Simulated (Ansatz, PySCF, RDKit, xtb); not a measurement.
# C4H4F4S: ranking a sample of isomers, part 2 of 2

Which of a sample of isomers of C4H4F4S is the most stable in the gas at 298.15 K, and what are its properties? The sample is small against all isomers, and the most stable one of this formula need not be in it.

xtb, Ansatz and PySCF; isolated molecules.

## 10. c240a at MP2/def2-TZVPP

The input, input.yaml:

```yaml
crystal:
  periodic: [false, false, false]
  atoms:
    - {symbol: C, position_ang: [-0.017183, 0.864965, -2.764659]}
    - {symbol: C, position_ang: [-0.870908, -0.520805, -1.129570]}
    - {symbol: C, position_ang: [-0.069222, 0.790847, -1.230915]}
    - {symbol: C, position_ang: [1.269253, 0.804084, -0.528735]}
    - {symbol: F, position_ang: [-0.377406, 2.079607, -3.267348]}
    - {symbol: F, position_ang: [1.122013, 0.661915, 0.797980]}
    - {symbol: F, position_ang: [2.056292, -0.201588, -0.957853]}
    - {symbol: F, position_ang: [1.925385, 1.951806, -0.754742]}
    - {symbol: S, position_ang: [-1.283606, -0.467967, -2.933732]}
    - {symbol: H, position_ang: [0.948019, 0.583148, -3.213511]}
    - {symbol: H, position_ang: [-1.744058, -0.489241, -0.465020]}
    - {symbol: H, position_ang: [-0.249744, -1.392919, -0.884843]}
    - {symbol: H, position_ang: [-0.651836, 1.649801, -0.869335]}
basis:
  gaussian:
    orbitals: def2-TZVPP
correlation:
  method: mp2
  frozen_orbitals: {C: 1, S: 5, F: 1, H: 0}
```

Launch:

```sh
$ ansatz run input.yaml --threads 4 --pin off --max-ram 7830MiB --events-out events.jsonl --progress --plain --runs-dir runs
```

Standard output:

```text
Warning: RAYON_NUM_THREADS=4 ignored (pool sized by the plan → 4); use --threads N
Functional definition: HF
  name "HF"
  exchange = exact_x
  correlation = 0
2183 factors; integrals over basis functions are off by at most 9.4e-4 eV
mean field evaluation 1: about -25826.7161 eV, gradient 5.0e1 eV
mean field evaluation 2: about -25827.1448 eV, gradient 5.0e1 eV
mean field evaluation 4: about -25832.2351 eV, gradient 5.1e0 eV
mean field evaluation 8: about -25832.3297 eV, gradient 3.8e-1 eV
mean field evaluation 16: about -25832.3305 eV, gradient 2.4e-6 eV
mean field -25832.33048589 eV, -949.3206355740 hartree, gradient 2.4e-6 eV, S^2 0.000000; 0 other end points of the search recorded, 0 dependent functions left out
13 core orbitals not correlated: weight in the atoms' cores, before any rotation towards them, 1.000 or more for the frozen orbitals, at most 0.000 for the correlated occupied ones
reference -25832.33048589 eV, -949.3206355740 hartree; 27, 27 occupied and 306, 306 virtual orbitals, 2183 factors
second order -49.30156622 eV of doubles, -0.00000000 eV of singles
Total energy: -25881.63205211 eV, -951.1324347146 hartree
```

Run time: 12 s. Hardware: 4 threads of Arm Neoverse V2, shared host; peak memory 1.4 GiB.

## 11. c768a at CCSD(T)/def2-SVP

The input, input.yaml:

```yaml
basis:
  gaussian:
    orbitals: def2-SVP
crystal:
  periodic: [false, false, false]
  atoms:
    - {symbol: C, position_ang: [1.098424, 3.341821, 0.021262]}
    - {symbol: C, position_ang: [2.296328, 2.429140, -0.112351]}
    - {symbol: C, position_ang: [2.139224, 1.042359, 0.463013]}
    - {symbol: C, position_ang: [1.306673, 0.126832, -0.423707]}
    - {symbol: F, position_ang: [0.319002, 3.007392, 1.108813]}
    - {symbol: F, position_ang: [1.873573, -0.044936, -1.626099]}
    - {symbol: F, position_ang: [0.070069, 0.617453, -0.630708]}
    - {symbol: F, position_ang: [1.173685, -1.080433, 0.143311]}
    - {symbol: S, position_ang: [3.630296, 2.915482, -0.902817]}
    - {symbol: H, position_ang: [1.429693, 4.387752, 0.112334]}
    - {symbol: H, position_ang: [0.483208, 3.245854, -0.892600]}
    - {symbol: H, position_ang: [3.123632, 0.572358, 0.580366]}
    - {symbol: H, position_ang: [1.629039, 1.094246, 1.436019]}
correlation:
  method: ccsd_t
  frozen_orbitals: {C: 1, S: 5, F: 1, H: 0}
```

Launch:

```sh
$ ansatz run input.yaml --threads 4 --pin off --max-ram 7830MiB --events-out events.jsonl --progress --plain --runs-dir runs
```

Standard output (excerpt; [...] marks lines left out):

```text
Warning: RAYON_NUM_THREADS=4 ignored (pool sized by the plan → 4); use --threads N
[... 2 set-up lines as earlier in the session ...]
[...]
1468 factors; integrals over basis functions are off by at most 1.3e-3 eV
[...]
mean field -25810.27428545 eV, -948.5100851581 hartree, gradient 1.0e-6 eV, S^2 0.000000; 0 other end points of the search recorded, 0 dependent functions left out; unrestricted orbitals would lower it
13 core orbitals not correlated: weight in the atoms' cores, before any rotation towards them, 1.000 or more for the frozen orbitals, at most 0.000 for the correlated occupied ones
reference -25810.27428545 eV, -948.5100851581 hartree; 27, 27 occupied and 110, 110 virtual orbitals, 1468 factors
second order -37.97630114 eV of doubles, -0.00000000 eV of singles
cycle   1  -38.22238668 eV  change   -2.5e-1 eV  update   1.4e-1
[...]
cycle  11  -39.33136341 eV  change    4.9e-5 eV  update   5.2e-5
perturbative correction -1.06250712 eV, -0.0390464166 hartree
Total energy: -25850.66815599 eV, -949.9945325203 hartree
```

It took 65 s on 4 threads of Arm Neoverse V2, shared host; peak memory 1.5 GiB.

For c768a, c837b, c060b the log finds that unrestricted Hartree-Fock orbitals lie lower, a sign to watch the closed-shell reference there.

## 12. The ranking

Energies in kcal/mol from c240a; G adds the thermal terms to the CCSD(T)/def2-SVP + MP2/def2-TZVPP - MP2/def2-SVP energy. The columns left of the relaxed level are at the tight-binding geometries.

| label | SMILES | spin | GFN2-xTB | HF/STO-3G | r2SCAN-D4/def2-SVP | B3LYP-D3(BJ)/def2-SVP | HF/def2-SVP | MP2/def2-SVP | CCSD(T)/def2-SVP + MP2/def2-TZVPP - MP2/def2-SVP | G | share at equilibrium | T1 |
| --- | --- | --- | --- | --- | --- | --- | --- | --- | --- | --- | --- | --- |
| c240a | F[C@@H]1SC[C@H]1C(F)(F)F | singlet | 0.0 | 0.0 | 0.0 | 0.0 | 0.0 | 0.0 | 0.0 | 0.0 | 86.2 % | 0.011 |
| c768a | FCC(=S)CC(F)(F)F | singlet | 6.5 | 32.9 | 1.2 | 0.1 | -1.6 | -1.3 | 2.5 | 1.1 | 13.8 % | 0.013 |
| c837b | C[C@H](F)C(=S)C(F)(F)F | singlet | 13.6 | 31.2 | 5.9 | 4.9 | 5.5 | 2.8 | 7.3 | 5.8 | < 0.1 % | 0.012 |
| c060b | FCCC(=S)C(F)(F)F | singlet | 12.2 | 33.3 | 7.7 | 5.9 | 5.5 | 3.7 | 8.0 | 6.8 | < 0.1 % | 0.012 |
| c534a | CS/C(F)=C/C(F)(F)F | singlet | 13.0 | 21.0 | 7.0 | 6.1 | 7.3 | 9.5 | 9.3 | 7.0 | < 0.1 % | 0.012 |

Lowest found: c240a, `F[C@@H]1SC[C@H]1C(F)(F)F`, a singlet. Bond lengths: C1–C3 1.536 Å, C2–C3 1.541 Å, C3–C4 1.512 Å, C1–F5 1.363 Å, C4–F6 1.342 Å, C4–F7 1.347 Å, C4–F8 1.341 Å, C1–S9 1.846 Å, C2–S9 1.852 Å, C1–H10 1.101 Å, C2–H11 1.098 Å, C2–H12 1.098 Å, C3–H13 1.099 Å. Some angles: C1–C3–C2 97.1°, C1–C3–C4 115.7°, C2–C3–C4 116.0°, C3–C1–F5 113.7°, C3–C1–S9 91.9°, F5–C1–S9 115.4°, C3–C2–S9 91.6°, C3–C4–F6 111.2°, C3–C4–F7 111.3°, C3–C4–F8 111.2°.

```xyz
13

C    -0.0172    0.8650   -2.7647
C    -0.8709   -0.5208   -1.1296
C    -0.0692    0.7908   -1.2309
C     1.2693    0.8041   -0.5287
F    -0.3774    2.0796   -3.2673
F     1.1220    0.6619    0.7980
F     2.0563   -0.2016   -0.9579
F     1.9254    1.9518   -0.7547
S    -1.2836   -0.4680   -2.9337
H     0.9480    0.5831   -3.2135
H    -1.7441   -0.4892   -0.4650
H    -0.2497   -1.3929   -0.8848
H    -0.6518    1.6498   -0.8693
```

## 13. Density, orbitals and dipole (PBE0/def2-SVPD)

The input, input.yaml:

```yaml
crystal:
  periodic: [false, false, false]
  atoms:
    - {symbol: C, position_ang: [-0.017183, 0.864965, -2.764659]}
    - {symbol: C, position_ang: [-0.870908, -0.520805, -1.129570]}
    - {symbol: C, position_ang: [-0.069222, 0.790847, -1.230915]}
    - {symbol: C, position_ang: [1.269253, 0.804084, -0.528735]}
    - {symbol: F, position_ang: [-0.377406, 2.079607, -3.267348]}
    - {symbol: F, position_ang: [1.122013, 0.661915, 0.797980]}
    - {symbol: F, position_ang: [2.056292, -0.201588, -0.957853]}
    - {symbol: F, position_ang: [1.925385, 1.951806, -0.754742]}
    - {symbol: S, position_ang: [-1.283606, -0.467967, -2.933732]}
    - {symbol: H, position_ang: [0.948019, 0.583148, -3.213511]}
    - {symbol: H, position_ang: [-1.744058, -0.489241, -0.465020]}
    - {symbol: H, position_ang: [-0.249744, -1.392919, -0.884843]}
    - {symbol: H, position_ang: [-0.651836, 1.649801, -0.869335]}
basis:
  gaussian:
    orbitals: def2-SVPD
total_charge: 0
magnetization:
  spin_polarized: false
  initial_magnetization: 0
hamiltonian:
  xc: pbe0
output: {forces: true, orbitals: {seedname: orbitals}}
```

Launch:

```sh
$ ansatz run input.yaml --threads 4 --pin off --max-ram 7830MiB --events-out events.jsonl --progress --plain --runs-dir runs
```

Standard output (excerpt; [...] marks lines left out):

```text
Warning: RAYON_NUM_THREADS=4 ignored (pool sized by the plan → 4); use --threads N
Functional definition: PBE0
  name "PBE0"
[...]
1947 factors; their error is unknown
[...]
mean field -25883.34251155 eV, -951.1952929398 hartree, gradient 4.0e-5 eV, S^2 0.000000; 0 other end points of the search recorded, 0 dependent functions left out
[...]
reference -25883.34255798 eV, -951.1952946462 hartree; 40, 40 occupied and 191, 191 virtual orbitals, 1947 factors
Total energy: -25883.34255798 eV, -951.1952946462 hartree
Atom 0 at    -0.017183     0.864965    -2.764659 Å, force    -0.026553    -0.197437     0.065679 eV/Å
Atom 1 at    -0.870908    -0.520805    -1.129570 Å, force    -0.002952     0.034728    -0.122636 eV/Å
Atom 2 at    -0.069222     0.790847    -1.230915 Å, force    -0.088747    -0.035498    -0.112338 eV/Å
Atom 3 at     1.269253     0.804084    -0.528735 Å, force     0.040362    -0.027519    -0.045404 eV/Å
Atom 4 at    -0.377406     2.079607    -3.267348 Å, force    -0.007796    -0.135862     0.047695 eV/Å
Atom 5 at     1.122013     0.661915     0.797980 Å, force     0.074314     0.041570    -0.216838 eV/Å
Atom 6 at     2.056292    -0.201588    -0.957853 Å, force    -0.090951     0.212756     0.132847 eV/Å
Atom 7 at     1.925385     1.951806    -0.754742 Å, force    -0.078122    -0.219286     0.093678 eV/Å
Atom 8 at    -1.283606    -0.467967    -2.933732 Å, force     0.219605     0.245016     0.263639 eV/Å
Atom 9 at     0.948019     0.583148    -3.213511 Å, force    -0.093654     0.047514    -0.013987 eV/Å
Atom 10 at    -1.744058    -0.489241    -0.465020 Å, force     0.056491     0.025819    -0.079862 eV/Å
Atom 11 at    -0.249744    -1.392919    -0.884843 Å, force    -0.033536     0.048157    -0.038869 eV/Å
Atom 12 at    -0.651836     1.649801    -0.869335 Å, force     0.031539    -0.039957     0.026398 eV/Å
Dipole moment:    -0.148374    -0.193182     0.191498 e Å
```

Run time: 8.4 s. Hardware: 4 threads of Arm Neoverse V2, shared host; peak memory 0.92 GiB.

## 14. Electronic excitations (TD-PBE0/def2-SVPD)

An in-house driver calls PySCF's response routines at TD-PBE0/def2-SVPD; it has no typed input.

Standard output:

```text
coarse grid: 12792 points
cycle   1  E = -950.9371054245  dE =  1.343e+00  |g| = 9.055e-01  |ddm| = 5.001e+00
cycle   2  E = -950.7722531640  dE =  1.649e-01  |g| = 1.373e+00  |ddm| = 2.498e+00
cycle   3  E = -951.0838943123  dE = -3.116e-01  |g| = 7.648e-02  |ddm| = 1.483e+00
cycle   4  E = -951.0847540429  dE = -8.597e-04  |g| = 4.298e-02  |ddm| = 1.643e-01
cycle   5  E = -951.0851463141  dE = -3.923e-04  |g| = 9.393e-03  |ddm| = 7.897e-02
cycle   6  E = -951.0851627037  dE = -1.639e-05  |g| = 2.668e-03  |ddm| = 1.787e-02
cycle   7  E = -951.0851640914  dE = -1.388e-06  |g| = 4.263e-04  |ddm| = 3.864e-03
final grid: 124488 points
cycle   8  E = -951.1953252162  dE = -3.937e-05  |g| = 9.770e-03  |ddm| = 1.080e-01
cycle   9  E = -951.1952978540  dE =  2.736e-05  |g| = 1.486e-02  |ddm| = 3.375e-02
cycle  10  E = -951.1953463578  dE = -4.850e-05  |g| = 5.686e-04  |ddm| = 2.143e-02
cycle  11  E = -951.1953464225  dE = -6.467e-08  |g| = 2.659e-04  |ddm| = 2.174e-03
cycle  12  E = -951.1953464347  dE = -1.213e-08  |g| = 7.946e-05  |ddm| = 4.037e-04
cycle  13  E = -951.1953464358  dE = -1.108e-09  |g| = 1.574e-05  |ddm| = 1.634e-04
cycle  14  E = -951.1953464358  dE = -5.502e-11  |g| = 3.440e-06  |ddm| = 4.042e-05
converged SCF energy = -951.1953464358

Static polarisability (au): isotropic 68.483, principal 58.954 69.123 77.373

Singlet excitations
state   eV       nm        f      main configurations
  1   4.7601    260.5   0.00025   H->L 0.98
  2   6.4705    191.6   0.01755   H->L+1 0.72, H->L+2 0.26
  3   6.7570    183.5   0.01749   H->L+2 0.65, H->L+1 0.23
  4   6.9802    177.6   0.02378   H->L+3 0.53, H-1->L 0.36
  5   7.0641    175.5   0.04320   H-1->L 0.58, H->L+3 0.38
  6   7.7388    160.2   0.02551   H->L+4 0.81, H->L+5 0.09
  7   7.9751    155.5   0.00418   H-2->L 0.79
  8   8.0857    153.3   0.00516   H->L+5 0.69, H->L+6 0.13

Triplet excitations (Tamm-Dancoff, eV): 4.2225 5.8053 5.9468
```

Wall time 18 s (4 threads of Arm Neoverse V2, shared host); peak memory 1.1 GiB.

The roots found:

| excited state | energy (eV) | strength |
| --- | --- | --- |
| 1 | 4.760 | 0.0003 |
| 2 | 6.471 | 0.0175 |
| 3 | 6.757 | 0.0175 |
| 4 | 6.980 | 0.0238 |
| 5 | 7.064 | 0.0432 |
| 6 | 7.739 | 0.0255 |
| 7 | 7.975 | 0.0042 |
| 8 | 8.086 | 0.0052 |

## 15. NMR shieldings (GIAO PBE0/pcSseg-1)

An in-house driver calls PySCF's response routines at GIAO PBE0/pcSseg-1; it has no typed input.

Standard output:

```text
coarse grid: 12792 points
cycle   1  E = -951.3873772120  dE =  1.410e+00  |g| = 9.695e-01  |ddm| = 3.296e+00
cycle   2  E = -951.2053379313  dE =  1.820e-01  |g| = 1.484e+00  |ddm| = 1.355e+00
cycle   3  E = -951.5461162868  dE = -3.408e-01  |g| = 7.218e-02  |ddm| = 8.556e-01
cycle   4  E = -951.5467836412  dE = -6.674e-04  |g| = 4.638e-02  |ddm| = 8.604e-02
cycle   5  E = -951.5472406276  dE = -4.570e-04  |g| = 8.838e-03  |ddm| = 4.179e-02
cycle   6  E = -951.5472539938  dE = -1.337e-05  |g| = 3.042e-03  |ddm| = 9.526e-03
cycle   7  E = -951.5472556408  dE = -1.647e-06  |g| = 4.474e-04  |ddm| = 2.259e-03
final grid: 124488 points
cycle   8  E = -951.6293064951  dE = -4.823e-05  |g| = 9.456e-03  |ddm| = 2.920e-02
cycle   9  E = -951.6292818886  dE =  2.461e-05  |g| = 1.445e-02  |ddm| = 1.938e-02
cycle  10  E = -951.6293260634  dE = -4.417e-05  |g| = 5.439e-04  |ddm| = 1.219e-02
cycle  11  E = -951.6293261076  dE = -4.419e-08  |g| = 2.906e-04  |ddm| = 7.162e-04
cycle  12  E = -951.6293261202  dE = -1.260e-08  |g| = 8.622e-05  |ddm| = 2.450e-04
cycle  13  E = -951.6293261214  dE = -1.229e-09  |g| = 1.405e-05  |ddm| = 7.769e-05
cycle  14  E = -951.6293261214  dE = -3.342e-11  |g| = 3.179e-06  |ddm| = 1.884e-05
converged SCF energy = -951.6293261214

GIAO shielding tensors (ppm)
atom      isotropic    diamagn.    paramagn.     s11        s22        s33       span
  0 C       88.847     249.791    -160.944     46.155     80.696    139.689     93.534
  1 C      162.733     244.925     -82.192    140.236    164.903    183.060     42.823
  2 C      129.826     249.473    -119.647    106.186    129.727    153.565     47.379
  3 C       52.873     238.981    -186.107     51.916     52.724     53.979      2.063
  4 F      320.170     467.496    -147.326    256.098    339.448    364.965    108.867
  5 F      261.091     477.008    -215.916    177.788    263.807    341.678    163.890
  6 F      264.641     474.013    -209.372    177.455    267.861    348.607    171.153
  7 F      260.445     470.141    -209.696    179.270    261.115    340.950    161.680
  8 S      420.887    1052.961    -632.074    164.490    294.861    803.309    638.819
  9 H       25.256      28.079      -2.823     22.392     26.061     27.314      4.922
 10 H       28.406      28.880      -0.474     24.270     25.734     35.215     10.945
 11 H       28.336      28.972      -0.636     25.690     26.640     32.678      6.987
 12 H       27.632      30.203      -2.572     25.569     28.014     29.311      3.742
```

It took 11 s on 4 threads of Arm Neoverse V2, shared host; peak memory 1.3 GiB.

Isotropic shieldings, averaged over atoms that the bond graph makes equivalent (absolute, not shifts):

| atoms | shielding (ppm) |
| --- | --- |
| C1 | 88.8 |
| C2 | 162.7 |
| C3 | 129.8 |
| C4 | 52.9 |
| F5 | 320.2 |
| F6, F7, F8 | 262.1 |
| S9 | 420.9 |
| H10 | 25.26 |
| H11, H12 | 28.37 |
| H13 | 27.63 |

## 16. The cation at the same geometry (PBE0/def2-SVPD)

input.yaml: that of step 13 with these lines changed.

```diff
@@ -19,8 +19,7 @@
     orbitals: def2-SVPD
-total_charge: 0
+total_charge: 1
 magnetization:
-  spin_polarized: false
-  initial_magnetization: 0
+  spin_polarized: true
+  initial_magnetization: 1
 hamiltonian:
   xc: pbe0
-output: {forces: true, orbitals: {seedname: orbitals}}
```

Launch:

```sh
$ ansatz run input.yaml --threads 4 --pin off --max-ram 7830MiB --events-out events.jsonl --progress --plain --runs-dir runs
```

Standard output:

```text
Warning: RAYON_NUM_THREADS=4 ignored (pool sized by the plan → 4); use --threads N
[... 2 set-up lines as earlier in the session ...]
  parameter a = 0.25
  parameter kappa = 0.804
  parameter beta = 0.06672455060314922
  exchange = (1 - a)*pbe_x(kappa = kappa, mu = beta*pi^2/3) + a*exact_x
  correlation = pbe_c(beta = beta)
1947 factors; their error is unknown
mean field evaluation 1: about -25862.0041 eV, gradient 5.4e1 eV
mean field evaluation 2: about -25836.4901 eV, gradient 8.9e1 eV
mean field evaluation 4: about -25873.5722 eV, gradient 4.9e0 eV
mean field evaluation 8: about -25873.6604 eV, gradient 2.0e-1 eV
mean field evaluation 16: about -25873.7686 eV, gradient 2.4e-3 eV
mean field -25873.76856518 eV, -950.8434569001 hartree, gradient 1.5e-5 eV, S^2 0.755381; 0 other end points of the search recorded, 0 dependent functions left out
reference -25873.76861833 eV, -950.8434588534 hartree; 40, 39 occupied and 191, 192 virtual orbitals, 1947 factors
Total energy: -25873.76861833 eV, -950.8434588534 hartree
```

Wall time 14 s (4 threads of Arm Neoverse V2, shared host); peak memory 1.2 GiB.

Difference from the parent: 9.57 eV.

## 17. The anion at the same geometry (PBE0/def2-SVPD)

input.yaml: that of step 16 with these lines changed.

```diff
@@ -19,3 +19,3 @@
     orbitals: def2-SVPD
-total_charge: 1
+total_charge: -1
 magnetization:
@@ -25 +25,3 @@
   xc: pbe0
+scf:
+  lower_state_search: off
```

Launch:

```sh
$ ansatz run input.yaml --threads 4 --pin off --max-ram 7830MiB --events-out events.jsonl --progress --plain --runs-dir runs
```

Standard output (excerpt; [...] marks lines left out):

```text
Warning: RAYON_NUM_THREADS=4 ignored (pool sized by the plan → 4); use --threads N
[... 2 set-up lines as earlier in the session ...]
[...]
1947 factors; their error is unknown
[...]
mean field -25882.56819841 eV, -951.1668374567 hartree, gradient 7.4e-6 eV, S^2 0.751812; 0 other end points of the search recorded, 0 dependent functions left out
reference -25882.56823936 eV, -951.1668389618 hartree; 41, 40 occupied and 190, 191 virtual orbitals, 1947 factors
Total energy: -25882.56823936 eV, -951.1668389618 hartree
Checks for a lower state left out: stability, starts, cluster_reference, orbital_swaps, neighbouring_geometries, increment
```

It took 9 s on 4 threads of Arm Neoverse V2, shared host; peak memory 1 GiB.

Parent less the species with the added electron: -0.77 eV. The extra electron isn't bound at this geometry, so the number measures the basis, not the molecule.

## 18. The triplet at the same geometry (PBE0/def2-SVPD)

input.yaml: that of step 17 with these lines changed.

```diff
@@ -17,11 +17,4 @@
 basis:
-  gaussian:
-    orbitals: def2-SVPD
-total_charge: -1
-magnetization:
-  spin_polarized: true
-  initial_magnetization: 1
-hamiltonian:
-  xc: pbe0
-scf:
-  lower_state_search: off
+  gaussian: {orbitals: def2-SVPD}
+magnetization: {spin_polarized: true, initial_magnetization: 2}
+hamiltonian: {xc: pbe0}
```

Launch:

```sh
$ ansatz run input.yaml --threads 4 --pin off --max-ram 7830MiB --events-out events.jsonl --progress --plain --runs-dir runs
```

Standard output (excerpt; [...] marks lines left out):

```text
Warning: RAYON_NUM_THREADS=4 ignored (pool sized by the plan → 4); use --threads N
[... 7 set-up lines as earlier in the session ...]
1947 factors; their error is unknown
mean field evaluation 1: about -25872.7467 eV, gradient 4.0e1 eV
mean field evaluation 2: about -25868.4190 eV, gradient 5.1e1 eV
mean field evaluation 4: about -25878.9048 eV, gradient 2.1e0 eV
mean field evaluation 8: about -25878.9224 eV, gradient 7.4e-2 eV
mean field evaluation 16: about -25879.0338 eV, gradient 1.4e-3 eV
mean field -25879.03381277 eV, -951.0369511801 hartree, gradient 4.9e-5 eV, S^2 2.004917; 0 other end points of the search recorded, 0 dependent functions left out
reference -25879.03386098 eV, -951.0369529519 hartree; 41, 39 occupied and 190, 192 virtual orbitals, 1947 factors
Total energy: -25879.03386098 eV, -951.0369529519 hartree
```

Wall time 12 s (4 threads of Arm Neoverse V2, shared host); peak memory 1.2 GiB.

It lies 4.31 eV above the singlet.

## 19. Summary of results

This closing draws on all 2 parts.

| quantity | value |
| --- | --- |
| lowest structure found | F[C@@H]1SC[C@H]1C(F)(F)F, singlet |
| next finalist | FCC(=S)CC(F)(F)F, singlet, 1.1 kcal/mol higher in G |
| share at equilibrium, among the finalists | 86.2 % |
| funnel | 16 starts, 15 minima at GFN2-xTB, 16 screening runs, 6 relaxed, 5 ranked |
| CPU time of all runs | 46 min |
| dipole moment (PBE0/def2-SVPD) | 1.49 D |
| HOMO energy (PBE0/def2-SVPD) | -7.36 eV |
| LUMO energy (PBE0/def2-SVPD) | -0.80 eV |
| HOMO–LUMO gap (PBE0/def2-SVPD) | 6.56 eV |
| lowest excitation (TD-PBE0/def2-SVPD) | 4.76 eV (f = 0.000) |
| strongest of the states computed, same level | 7.06 eV (f = 0.043) |
| lowest triplet excitation, same level, Tamm-Dancoff | 4.22 eV |
| vertical ionisation energy | 9.57 eV |
| vertical electron affinity | -0.77 eV (unbound: the value depends on the basis) |
| vertical triplet less singlet | +4.31 eV |

The search ends on `F[C@@H]1SC[C@H]1C(F)(F)F`. Its margin of 1.1 kcal/mol is inside the likely error of CCSD(T)/def2-SVP + MP2/def2-TZVPP - MP2/def2-SVP with harmonic terms (about 1.5 kcal/mol), so the order of the first two is not settled. GFN2-xTB, HF/STO-3G, r2SCAN-D4/def2-SVP and B3LYP-D3(BJ)/def2-SVP already put its bonding pattern lowest among the structures in one piece; HF/def2-SVP and MP2/def2-SVP favour the singlet FCC(=S)CC(F)(F)F. The largest share of the time went into the final energies (53 %). One minimum inside the window was never screened. Lowest found is not proven lowest: the search is finite, and each finalist counts with one conformer. Only 8 drawn patterns were tried, so whole families of isomers are missing, and the result ranks this sample alone. The lowest isomer need not be the one that is made and kept in a bottle, which depends on barriers.
